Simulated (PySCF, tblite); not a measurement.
# C₂H₁₁B₂NSi: geometry, infrared bands and NMR shifts

Aim: predict the infrared bands and NMR shifts of C₂H₁₁B₂NSi (`CB(C)BN[SiH3]`).

The runs use tblite 0.8.0 and PySCF 2.14.0, with density-fitted response routines of our own; the level of theory stands in each step. All values are computed, except where a source is named. Atoms are numbered from 0 throughout.

**1. The molecule as given**

17 atoms, charge 0, multiplicity 1; geometry from: force field or distance geometry start.

Bonds of the start (Å): C0–B1 1.58, B1–C2 1.58, B1–B3 1.67, B3–N4 1.52, N4–Si5 1.79, C0–H6 1.11, C0–H7 1.11, C0–H8 1.11, C2–H9 1.10, C2–H10 1.12, C2–H11 1.11, B3–H12 1.20, N4–H13 1.04, Si5–H14 1.47, Si5–H15 1.46, Si5–H16 1.48.

**2. Optimising the geometry with GFN2-xTB**

Job settings and geometry (Å):

```
{"job": {"kind": "relax", "xc": "GFN2-xTB", "basis": "xTB"}, "charge": 0, "multiplicity": 1}
C     -2.270200     0.675200     0.758700
B     -1.080800    -0.090100     0.050000
C     -1.190600    -0.617100    -1.437600
B      0.332100    -0.341200     0.899500
N      1.534700    -0.985000     0.230400
Si     2.652100     0.334800    -0.242400
H     -1.942600     1.696200     1.053300
H     -3.133400     0.776000     0.070000
H     -2.596800     0.116600     1.663700
H     -0.420100    -0.136200    -2.059500
H     -2.199100    -0.365100    -1.861600
H     -1.068100    -1.717800    -1.462500
H      0.443000     0.128200     1.995000
H      2.031500    -1.561300     0.938700
H      3.849800    -0.233600    -0.868300
H      1.991400     1.236800    -1.183700
H      3.060200     1.095800     0.959200
```

The run is started by

```sh
> OMP_NUM_THREADS=1 python probes_run.py task.json out
```

One launch serves the whole session: the jobs run in the order shown.

**Question.** This job is followed by: GFN2-xTB harmonic vibrations, gas phase; GIAO PBE0/pcSseg-1 NMR shielding, non-relativistic, gas phase. What will the session give for the following? strongest single infrared mode (GFN2-xTB); zero-point energy (GFN2-xTB); ¹³C shifts against TMS (PBE0/pcSseg-1, means over atoms taken as alike); ¹H shifts against TMS (PBE0/pcSseg-1, means over atoms taken as alike); ¹¹B shifts against BF3·OEt2 (PBE0/pcSseg-1); ¹⁵N shifts against NH3 (PBE0/pcSseg-1); ²⁹Si shifts against TMS (PBE0/pcSseg-1); surface potential, 1st and 99th percentile.

The runs gave:

```
                                                               quantity                       value
                              strongest single infrared mode (GFN2-xTB)        812 cm⁻¹, 447 km/mol
                                           zero-point energy (GFN2-xTB)               80.7 kcal/mol
¹³C shifts against TMS (PBE0/pcSseg-1, means over atoms taken as alike)                    19.3 ppm
 ¹H shifts against TMS (PBE0/pcSseg-1, means over atoms taken as alike)  6.37, 4.62, 4.24, 1.16 ppm
                            ¹¹B shifts against BF3·OEt2 (PBE0/pcSseg-1)             102.8, 56.5 ppm
                                 ¹⁵N shifts against NH3 (PBE0/pcSseg-1)                   112.4 ppm
                                ²⁹Si shifts against TMS (PBE0/pcSseg-1)                   -50.6 ppm
                                  surface potential, 1st and 99th percentile          -0.39 V and 1.57 V
```

In words: Relaxing lowered the energy by 1.249 eV in 134 steps; the close pair that moved most is B3–N4, from 1.519 to 1.409 Å. No mode is imaginary among the 45: a minimum at this level. The strongest single mode, at 812 cm⁻¹, is carried by H16, H14, Si5, H15. GFN2-xTB is a fitted tight-binding method: band positions and strengths are rough. Its intensities can rank the bands wrongly. At PBE0/pcSseg-1: Shielding is most anisotropic at B1 (span 222 ppm, paramagnetic term -195 ppm). At PBE0/pcSseg-1, counted by nearest atom on the grid, the HOMO lies on B1, B3 about 27 % each; H12 13 %, the LUMO on B1 47 %; H8, H9, H15 about 6 % each.
